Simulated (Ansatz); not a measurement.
# Ba4HAu8: the cost of one run

Program: Ansatz 0.2.0. Level of theory: DFT r2SCAN, scalar-relativistic, plane waves, PAW. These are calculated values, not measurements.

5 further runs of the same task are left out: 5 set aside as unsound or not needed.

## 1. The starting structure

It takes space group P6/mmm (No. 191, hexagonal). Conventional cell: a = 4.846 Å, b = 4.846 Å, c = 4.181 Å, α = 90.00°, β = 90.00°, γ = 120.00°. Around Ba (site symmetry 6/mmm) lie 12 Au at 3.49 Å. Around Au (site symmetry -6m2) lie 3 Au at 2.80 Å.

Coordinates:

```cif
data_structure
_symmetry_space_group_name_H-M 'P 1'
_symmetry_Int_Tables_number 1
_cell_length_a 4.8460
_cell_length_b 4.8460
_cell_length_c 4.1809
_cell_angle_alpha 90.000
_cell_angle_beta 90.000
_cell_angle_gamma 120.000
_cell_volume 85.03
loop_
_atom_site_label
_atom_site_type_symbol
_atom_site_fract_x
_atom_site_fract_y
_atom_site_fract_z
_atom_site_occupancy
Ba1 Ba 0.00000 0.00000 0.00000 1
Au1 Au 0.33333 0.66667 0.50000 1
Au2 Au 0.66667 0.33333 0.50000 1
```

It is the result of an earlier relaxation at this level (volume 28.34 Å³/atom; gap on the mesh: none (metal)).

Reference energy of this cell: -32293.9318 eV (3 atoms, 12×12×8 mesh, zero smearing).

## 2. Next: 1 H put on empty site 3 in a repeat of 4 host cells

The empty site lies 1.77 Å from the nearest host atom; the cell of 4 host cells is widened for the start only if the site is tight.

The cell holds 4 Ba, 8 Au, 1 H: a = 9.692 Å, b = 4.846 Å, c = 8.362 Å, α = 90.00°, β = 90.00°, γ = 120.00°.

## 3. Probe: one point at the start

The input, input.yaml:

```yaml
crystal:
  lattice:
    - [9.6920333235, 0.0, 0.0]
    - [-2.4230083309, 4.1967735362, 0.0]
    - [0.0, 0.0, 8.3617411688]
  atoms:
    - { symbol: Ba, position: [0.0, 0.0, 0.0] }
    - { symbol: Ba, position: [0.0, 0.0, 0.5] }
    - { symbol: Ba, position: [0.5, 0.0, 0.0] }
    - { symbol: Ba, position: [0.5, 0.0, 0.5] }
    - { symbol: Au, position: [0.1666666667, 0.6666666667, 0.25] }
    - { symbol: Au, position: [0.1666666667, 0.6666666667, 0.75] }
    - { symbol: Au, position: [0.6666666667, 0.6666666667, 0.25] }
    - { symbol: Au, position: [0.6666666667, 0.6666666667, 0.75] }
    - { symbol: Au, position: [0.3333333333, 0.3333333333, 0.25] }
    - { symbol: Au, position: [0.3333333333, 0.3333333333, 0.75] }
    - { symbol: Au, position: [0.8333333333, 0.3333333333, 0.25] }
    - { symbol: Au, position: [0.8333333333, 0.3333333333, 0.75] }
    - { symbol: H, position: [0.0, 0.2777777778, 0.25] }
basis:
  ecutwfc: 500
kpoints:
  mp_grid: { grid: [4, 4, 2] }
hamiltonian:
  xc: r2scan
scf:
  occupations: { method: gaussian, width: 0.1 }
output:
  forces: true
  stress: true
  eigenvalues: true
```

Launch:

```
$ ansatz run input.yaml --threads 2 --pin off --max-ram 5120MiB --backend cpu --events-out ev --progress --plain --runs-dir out
```

What time and memory should one allow on 2 threads of Arm Neoverse V1, shared host?

About 75 s, with a peak of 1.6 GiB.
